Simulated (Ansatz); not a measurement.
# AlH3O2Si: vertical ionisation energy

The task here is to estimate one member of a computed series from the others.

Computed with Ansatz 0.2.0, Gaussian basis. Level: unrestricted cation, the program's frozen cores in correlated methods.

The runs, in order: UKS PBE-D4/def2-TZVPP; UKS r2SCAN-D4/def2-TZVPP; UKS PBE0-D4/def2-TZVPP; UKS B3LYP-D4/def2-TZVPP; UKS wB97X-V/def2-TZVPP; UKS wB97M-V/def2-TZVPP; UKS B2PLYP/def2-TZVPP; UHF-CCSD(T)/def2-TZVPP; UHF-MP2/def2-QZVPP; extrapolation to the limit; then −ε(HOMO) from the neutral's earlier runs with LDA (SPW92), PBE-D4, revPBE-D4, BLYP-D4, r2SCAN-D4, B97M-V, PBE0-D4, B3LYP-D4, r2SCANh-D4, r2SCAN0-D4, HSE06-D4, BHLYP-D4, CAM-B3LYP-D4, LC-ωPBE, ωB97X-V, ωB97M-V.

## Structure used throughout

An earlier PBE0-D4 in a triple-zeta def2 set relaxation fixed the geometry.

SMILES `[OH][Al]1[O][SiH2]1`, 7 atoms, charge 0, spin multiplicity 1.

Atoms are counted from 1 here; the program's logs count them from 0.

Bond lengths: O1–Al2 1.681 Å, O1–H5 0.955 Å, Al2–O3 1.732 Å, Al2–Si4 2.270 Å, O3–Si4 1.684 Å, Si4–H6 1.489 Å, Si4–H7 1.489 Å. Angles: Al2–O1–H5 125.8°, O1–Al2–O3 129.6°, O1–Al2–Si4 177.0°, O3–Al2–Si4 47.5°, Al2–O3–Si4 83.3°, Al2–Si4–O3 49.3°, Al2–Si4–H6 126.4°, Al2–Si4–H7 126.3°, O3–Si4–H6 115.2°, O3–Si4–H7 115.2°, H6–Si4–H7 107.0°.

Set-up of the first run:

File in.yaml:

```yaml
crystal:
  periodic: [false, false, false]
  atoms:
    - {symbol: O, position_ang: [-2.094393, -1.011375, -0.929649]}
    - {symbol: Al, position_ang: [-0.698364, -0.272939, -0.354564]}
    - {symbol: O, position_ang: [0.485717, -0.868332, 0.760316]}
    - {symbol: Si, position_ang: [1.207847, 0.628094, 0.485451]}
    - {symbol: H, position_ang: [-2.713597, -0.629585, -1.548450]}
    - {symbol: H, position_ang: [1.315292, 1.510250, 1.680579]}
    - {symbol: H, position_ang: [2.558798, 0.575887, -0.139285]}
basis:
  gaussian: {orbitals: def2-TZVPP}
total_charge: 1
magnetization: {spin_polarized: true, initial_magnetization: 1}
hamiltonian: {xc: pbe, dispersion: d4}
```

Command:

```
> ansatz run in.yaml --threads 2 --pin off --events-out ev --progress --plain --max-ram 4352MiB
```

Steps of the session up to this table: Cation, UKS PBE-D4/def2-TZVPP; Cation, UKS r2SCAN-D4/def2-TZVPP; Cation, UKS PBE0-D4/def2-TZVPP; Cation, UKS B3LYP-D4/def2-TZVPP; Cation, UKS wB97X-V/def2-TZVPP; Cation, UKS wB97M-V/def2-TZVPP; Cation, UKS B2PLYP (frozen core)/def2-TZVPP; Cation, UHF-CCSD(T)/def2-TZVPP; Cation, UHF-MP2/def2-QZVPP.

One of the session's tables, all rows but one given; the rest of the session is left out.

For comparison, −ε(HOMO) of the neutral from earlier runs:

| functional | −ε(HOMO) (eV) |
| --- | --- |
| LDA (SPW92) | 5.48 |
| PBE-D4 | 5.34 |
| revPBE-D4 | 5.28 |
| BLYP-D4 | 5.21 |
| r2SCAN-D4 | 5.52 |
| B97M-V | ? |
| PBE0-D4 | 6.39 |
| B3LYP-D4 | 6.21 |
| r2SCANh-D4 | 5.91 |
| r2SCAN0-D4 | 6.51 |
| HSE06-D4 | 5.99 |
| BHLYP-D4 | 7.34 |
| CAM-B3LYP-D4 | 7.64 |
| LC-ωPBE | 8.85 |
| ωB97X-V | 8.56 |
| ωB97M-V | 8.39 |

Q: Estimate the row for B97M-V from the others.

As computed: −ε(HOMO) (eV): 5.56. In the column «−ε(HOMO) (eV)» it lies between r2SCAN-D4 (5.52) and r2SCANh-D4 (5.91).
